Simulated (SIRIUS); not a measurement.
The system is AlO.

```
Al O
1.0
     2.76919    0.00000    0.00000
     0.00000    2.76919    0.00000
     0.00000    0.00000    2.76919
Al O
1 1
Direct
  0.50000 0.50000 0.50000
  0.00000 0.00000 0.00000
```

The cell was built by a generator and needn't be a form met in nature.

* Program: SIRIUS 7.10.0
* Task: single point
* Functional: PBE
* Potentials or basis: PseudoDojo 0.4.1 PBE standard (scalar relativistic)
* Cutoff: 1152 eV
* Density cutoff: 4606 eV
* k mesh: 10 × 10 × 10
* Occupations: fermi-dirac, width 0.05 eV
* Spin: no spin polarisation

On this cell: pressure -0.5 GPa; largest force zero by symmetry; band gap on the k mesh none (metal or under the smearing width).

The same run follows on a disturbed copy (atoms moved at random, drawn with an rms of 0.05 Å):

```
Al O
1.0
     2.76919    0.00000    0.00000
     0.00000    2.76919    0.00000
     0.00000    0.00000    2.76919
Al O
1 1
Direct
  0.48773 0.49338 0.49588
  0.00031 0.00287 0.98264
```

Question: What changes?

Answer: The energy (extrapolated to zero smearing) moves by -4.8 meV/atom; pressure -0.5 GPa; largest force 0.335 eV/Å; band gap on the k mesh none (metal or under the smearing width).

Forces in eV/Å, atoms in the order of the input:
```
Al  -0.204 -0.154  0.215
O    0.204  0.154 -0.215
```

The energy falls, though the first cell shows no forces: that form is unstable against this distortion, unless noise or another electronic state is at work.

Caveats: an odd number of electrons without spin polarisation forces a metal; a magnetic or distorted state may lie lower.
